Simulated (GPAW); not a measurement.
**TiMoC2: single point with PBEsol**

Crystal: TiMoC2.

```
Mo Ti C
1.0
     1.53210    0.88456    5.05670
    -1.53210    0.88456    5.05670
     0.00000   -1.76911    5.05670
Mo Ti C
1 1 2
Direct
  0.50000 0.50000 0.50000
  0.00000 0.00000 0.00000
  0.25147 0.25147 0.25147
  0.74853 0.74853 0.74853
```

The cell comes from a database or a generator and needn't be the stable form of this composition.

| Property | Result |
| --- | --- |
| Program | GPAW 26.7.0 |
| Task | single point |
| Functional | PBEsol |
| Potentials or basis | PAW data sets generated in the run's folder for this functional |
| Cutoff | 800 eV |
| Basis | pw |
| k mesh | 10 × 10 × 10 |
| Occupations | fermi-dirac, width 0.05 eV |
| Spin | no spin polarisation |

```yaml
Pressure: -9.5 GPa
Largest_force: 0.213 eV/Å
Band_gap_on_the_k_mesh: none (metal or under the smearing width)
```

Forces in eV/Å, atoms in the order of the input:
```
Mo   0.000  0.000  0.000
Ti   0.000  0.000  0.000
C    0.000  0.000 -0.213
C    0.000  0.000  0.213
```

Stress tensor (GPa, compression positive):
```
-9.70  0.00  0.00
 0.00 -9.70  0.00
 0.00  0.00 -9.19
```

Levels at points of the mesh, in eV from the Fermi level:
```tsv
k point	band 15	band 16	band 17	band 18	band 19	band 20
(0.00, 0.00, 0.00)	-1.29	-1.21	0.26	0.26	0.35	0.44
(0.50, 0.00, 0.00)	-3.75	-2.84	-0.62	0.40	1.41	2.45
(0.50, 0.50, 0.00)	-3.63	-1.17	-1.08	1.25	1.59	1.61
(0.50, 0.50, 0.50)	-2.68	-2.68	-0.62	-0.62	0.95	0.95
```

It took 6.2 min on 1 thread of Arm Neoverse V2, on a shared host, peak memory 0.42 GiB.

Caveat: the program warned that so skewed a cell can give wrong results.
